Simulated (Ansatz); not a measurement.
# C5H8O3Zn: small, medium and large basis sets

One table from this session's results is given with a row withheld; the runs are named, their logs left out.

Program: Ansatz 0.2.0, Gaussian basis. Level of theory: one geometry, several basis sets. These are calculated values, not measurements.

Levels to be run: PBE0-D4/def2-SVP; ωB97M-V/def2-SVP; PBE0-D4/def2-QZVPP; ωB97M-V/def2-QZVPP; the functionals' def2-TZVPP values are taken from earlier runs.

1 further run of the same task is left out (it didn't finish).

### The relaxed structure

All runs share one geometry, relaxed beforehand with PBE0-D4 in a triple-zeta def2 set.

SMILES `CC1=CC(C)=[O+][Zn-]([OH])[O]1`, 17 atoms, charge 0, spin multiplicity 1.

Atoms are counted from 1 here; the program's logs count them from 0.

Bond lengths: C1–C2 1.497 Å, C1–H10 1.089 Å, C1–H11 1.093 Å, C1–H12 1.093 Å, C2–C3 1.398 Å, C2–O9 1.270 Å, C3–C4 1.398 Å, C3–H13 1.081 Å, C4–C5 1.497 Å, C4–O6 1.270 Å, C5–H14 1.093 Å, C5–H15 1.089 Å, C5–H16 1.093 Å, O6–Zn7 1.939 Å, Zn7–O8 1.797 Å, Zn7–O9 1.926 Å, O8–H17 0.958 Å. Angles: C2–C1–H10 112.7°, C2–C1–H11 109.0°, C2–C1–H12 109.0°, H10–C1–H11 109.6°, H10–C1–H12 109.6°, H11–C1–H12 106.9°, C1–C2–C3 119.3°, C1–C2–O9 115.0°, C3–C2–O9 125.7°, C2–C3–C4 125.7°, C2–C3–H13 117.1°, C4–C3–H13 117.1°, C3–C4–C5 119.2°, C3–C4–O6 125.6°, C5–C4–O6 115.1°, C4–C5–H14 109.0°, C4–C5–H15 112.7°, C4–C5–H16 109.0° and more.

Coordinates:

```xyz
17
charge 0, multiplicity 1
C    -0.4982    2.6359   -0.6069
C    -0.4956    1.1960   -0.1971
C     0.6809    0.4508   -0.3243
C     0.8339   -0.8971    0.0150
C     2.1647   -1.5545   -0.1828
O    -0.0732   -1.6477    0.4905
Zn   -1.8836   -1.0480    0.8430
O    -3.3522   -1.8524    1.4962
O    -1.6032    0.7614    0.2463
H     0.4697    2.9679   -0.9784
H    -1.2568    2.7842   -1.3791
H    -0.7914    3.2484    0.2490
H     1.5476    0.9613   -0.7196
H     2.0441   -2.4059   -0.8569
H     2.9125   -0.8743   -0.5867
H     2.5110   -1.9519    0.7741
H    -3.2104   -2.7741    1.7177
```

The first run:

Input file in.yaml:

```yaml
crystal:
  periodic: [false, false, false]
  atoms:
    - {symbol: C, position_ang: [-0.498178, 2.635906, -0.606920]}
    - {symbol: C, position_ang: [-0.495577, 1.196010, -0.197149]}
    - {symbol: C, position_ang: [0.680888, 0.450837, -0.324276]}
    - {symbol: C, position_ang: [0.833933, -0.897071, 0.014978]}
    - {symbol: C, position_ang: [2.164696, -1.554455, -0.182846]}
    - {symbol: O, position_ang: [-0.073174, -1.647710, 0.490538]}
    - {symbol: Zn, position_ang: [-1.883565, -1.047995, 0.843021]}
    - {symbol: O, position_ang: [-3.352160, -1.852400, 1.496247]}
    - {symbol: O, position_ang: [-1.603180, 0.761358, 0.246272]}
    - {symbol: H, position_ang: [0.469685, 2.967862, -0.978379]}
    - {symbol: H, position_ang: [-1.256778, 2.784228, -1.379123]}
    - {symbol: H, position_ang: [-0.791364, 3.248360, 0.249050]}
    - {symbol: H, position_ang: [1.547557, 0.961309, -0.719618]}
    - {symbol: H, position_ang: [2.044052, -2.405937, -0.856884]}
    - {symbol: H, position_ang: [2.912518, -0.874261, -0.586697]}
    - {symbol: H, position_ang: [2.511033, -1.951932, 0.774111]}
    - {symbol: H, position_ang: [-3.210376, -2.774099, 1.717665]}
basis:
  gaussian: {orbitals: def2-SVP}
hamiltonian: {xc: pbe0, dispersion: d4}
output: {orbitals: {seedname: orbitals}}
```

Run with:

```bash
$ ansatz run in.yaml --threads 4 --pin off --events-out ev --progress --plain --max-ram 66560MiB --backend cpu
```

Steps of the session up to this table: PBE0-D4 in def2-SVP; ωB97M-V in def2-SVP; PBE0-D4 in def2-QZVPP; ωB97M-V in def2-QZVPP.

One of the session's tables, all rows but one given; the rest of the session is left out.

It belongs to the step «Functionals by basis». 

```
functional       basis  HOMO (eV)
   PBE0-D4    def2-SVP          ?
   PBE0-D4  def2-TZVPP      -7.13
   PBE0-D4  def2-QZVPP      -7.15
   ωB97M-V    def2-SVP      -9.03
   ωB97M-V  def2-TZVPP      -9.26
   ωB97M-V  def2-QZVPP      -9.28
```

Estimate the missing values for PBE0-D4, def2-SVP.

As computed: HOMO (eV): -6.83. In the column «HOMO (eV)» it is the highest.
